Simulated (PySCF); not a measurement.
# Cl4Co ([CoCl4]2-): the cost of one run

Computed with PySCF 2.14.0 and routines of our own; the level stands in each step. Atoms count from 0.

### 1 The starting structure

5 atoms, charge -2, states of the metal's open shell are computed; geometry from: model start, shaken.

### 2 Geometry optimisation at PBE0-D3(BJ)/def2-TZVP

Job settings and geometry (Å):

```
{"job": {"xc": "PBE0", "basis": "def2-TZVP", "d3": "d3bj", "grid": 1, "maxiter": 45, "solvent": "water", "kind": "geom"}, "charge": -2, "metal": "Co", "open_shell": "d7"}
Co     0.000020     0.004480    -0.004110
Cl     2.226640    -0.006820    -0.014870
Cl    -2.239100     0.020100    -0.007380
Cl    -0.009310     2.247350     0.005350
Cl     0.001580    -2.253960    -0.000440
```

Run with:

```console
$ OMP_NUM_THREADS=1 python lf_run.py task.json out
```

This one command runs all jobs of the session in turn.

**Question.** How long does this first job take on 1 thread of Intel Xeon Platinum 8488C, shared host, and how much memory does it need?

About 19 min, with a peak of 1.3 GiB.
